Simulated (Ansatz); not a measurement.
# C8H8O5Ru: the cost of one run

Program: Ansatz 0.2.0, Gaussian basis. Level of theory: one geometry, several basis sets. These are calculated values, not measurements.

The runs, in order: PBE0-D4/def2-SVP; ωB97M-V/def2-SVP; PBE0-D4/def2-QZVPP; ωB97M-V/def2-QZVPP; the functionals' def2-TZVPP values are taken from earlier runs.

## 1. The relaxed structure

The geometry comes from an earlier relaxation with PBE0-D4 in a triple-zeta def2 set; it is a stationary point, not always the lowest conformer. Ru takes the def2 core potential; no spin-orbit term is included.

SMILES `[O+]#[C][Ru-5]([C]#[O+])([C]#[O+])([C]#[O+])[O+]1CCCC1`, 22 atoms, charge 0, spin multiplicity 1.

Atoms are counted from 1 here; the program's logs count them from 0.

Bond lengths: O1–C2 1.135 Å, C2–Ru3 1.939 Å, Ru3–C4 1.883 Å, Ru3–C6 1.884 Å, Ru3–C8 1.924 Å, Ru3–O10 2.421 Å, C4–O5 1.146 Å, C6–O7 1.146 Å, C8–O9 1.138 Å, O10–C11 1.428 Å, O10–C14 1.428 Å, C11–C12 1.524 Å, C11–H15 1.088 Å, C11–H16 1.098 Å, C12–C13 1.542 Å, C12–H17 1.091 Å, C12–H18 1.090 Å, C13–C14 1.527 Å and more. Angles: O1–C2–Ru3 179.3°, C2–Ru3–C4 90.1°, C2–Ru3–C6 90.0°, C2–Ru3–C8 179.4°, C2–Ru3–O10 87.1°, C4–Ru3–C6 124.3°, C4–Ru3–C8 89.6°, C4–Ru3–O10 117.9°, C6–Ru3–C8 89.7°, C6–Ru3–O10 117.7°, C8–Ru3–O10 93.5°, Ru3–C4–O5 170.5°, Ru3–C6–O7 170.5°, Ru3–C8–O9 179.8°, Ru3–O10–C11 118.3°, Ru3–O10–C14 118.6°, C11–O10–C14 104.9°, O10–C11–C12 105.1° and more.

## 2. PBE0-D4 in def2-SVP

in.yaml reads:

```yaml
crystal:
  periodic: [false, false, false]
  atoms:
    - {symbol: O, position_ang: [1.238297, -1.093732, -3.721736]}
    - {symbol: C, position_ang: [0.563853, -0.555164, -2.984699]}
    - {symbol: Ru, position_ang: [-0.576245, 0.356746, -1.709081]}
    - {symbol: C, position_ang: [-2.042040, -0.683159, -2.272547]}
    - {symbol: O, position_ang: [-2.966074, -1.175902, -2.739016]}
    - {symbol: C, position_ang: [-0.098190, 2.014102, -2.466952]}
    - {symbol: O, position_ang: [0.041532, 2.996629, -3.040603]}
    - {symbol: C, position_ang: [-1.719437, 1.268858, -0.458448]}
    - {symbol: O, position_ang: [-2.393415, 1.807300, 0.283908]}
    - {symbol: O, position_ang: [0.852608, -0.543048, 0.025612]}
    - {symbol: C, position_ang: [0.315236, -1.537786, 0.897167]}
    - {symbol: C, position_ang: [-0.206433, -0.768650, 2.105140]}
    - {symbol: C, position_ang: [0.651783, 0.512515, 2.117989]}
    - {symbol: C, position_ang: [1.540775, 0.366381, 0.884918]}
    - {symbol: H, position_ang: [-0.444380, -2.089033, 0.346493]}
    - {symbol: H, position_ang: [1.123796, -2.223372, 1.181372]}
    - {symbol: H, position_ang: [-1.262334, -0.525844, 1.980418]}
    - {symbol: H, position_ang: [-0.108073, -1.350060, 3.022336]}
    - {symbol: H, position_ang: [1.248524, 0.606321, 3.025817]}
    - {symbol: H, position_ang: [0.023837, 1.400831, 2.044733]}
    - {symbol: H, position_ang: [2.511811, -0.072597, 1.146070]}
    - {symbol: H, position_ang: [1.704550, 1.288666, 0.331100]}
basis:
  gaussian: {orbitals: def2-SVP}
hamiltonian: {xc: pbe0, dispersion: d4}
output: {orbitals: {seedname: orbitals}}
```

The run is started by

```
$ ansatz run in.yaml --threads 10 --pin off --events-out ev --progress --plain --max-ram 110592MiB --backend cpu
```

Q: Estimate wall time and peak memory on 10 threads of AMD EPYC 7R13, shared host.

About 3.6 s, with a peak of 1.6 GiB.
